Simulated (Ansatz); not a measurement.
# ClFH4W: the cost of one run

Program: Ansatz 0.2.0. Level of theory: RKS PBE-D4/def2-SVP. These are calculated values, not measurements.

## 1. The structure to begin with

Bond lengths: W1–Cl2 2.590 Å, W1–H3 1.920 Å, W1–F4 1.850 Å, W1–H5 1.720 Å, W1–H6 1.720 Å, W1–H7 1.720 Å. Angles (14 of 15 angles, heavy atoms first): Cl2–W1–F4 90.0°, Cl2–W1–H3 46.0°, Cl2–W1–H5 115.6°, Cl2–W1–H6 90.0°, Cl2–W1–H7 154.4°, H3–W1–F4 90.0°, F4–W1–H5 90.0°, F4–W1–H6 180.0°, F4–W1–H7 90.0°, H3–W1–H5 161.6°, H3–W1–H6 90.0°, H3–W1–H7 108.4°, H5–W1–H6 90.0°, H5–W1–H7 90.0°.

Coordinates:

```xyz
7

W     0.0000    0.0000    0.0000
Cl    1.1194    0.0000    2.3356
H     1.8219    0.0000    0.6057
F     0.0000    1.8500    0.0000
H    -1.7200    0.0000    0.0000
H     0.0000   -1.7200    0.0000
H     0.0000    0.0000   -1.7200
```

## 2. A restrained relaxation towards end A

Springs on the bonds that form and break draw the guess towards this end; the thresholds are loose.

The input, input.yaml:

```yaml
crystal:
  periodic: [false, false, false]
  atoms:
    - { symbol: W, position_ang: [0.0, 0.0, 0.0] }
    - { symbol: Cl, position_ang: [1.1194, 0.0, 2.3356] }
    - { symbol: H, position_ang: [1.8219, 0.0, 0.6057] }
    - { symbol: F, position_ang: [0.0, 1.85, 0.0] }
    - { symbol: H, position_ang: [-1.72, 0.0, 0.0] }
    - { symbol: H, position_ang: [0.0, -1.72, 0.0] }
    - { symbol: H, position_ang: [0.0, 0.0, -1.72] }
basis:
  gaussian: { orbitals: def2-SVP }
hamiltonian:
  xc: pbe
  dispersion: d4
relax:
  f_tol: 0.15
  max_steps: 25
  restrain:
    - { distance: [1, 2], at: 2.57, k: 30.0 }
    - { distance: [0, 1], at: 2.39, k: 30.0 }
    - { distance: [0, 2], at: 1.72, k: 30.0 }
```

The run is started by

```
ansatz run input.yaml --threads 1 --pin off --max-ram 2048MiB --backend cpu --events-out ev --progress --plain --runs-dir out
```

**Question.** How long does this run take on 1 thread of Arm Neoverse V2, shared host, and how much memory does it need?

About 34 s, with a peak of 0.16 GiB.
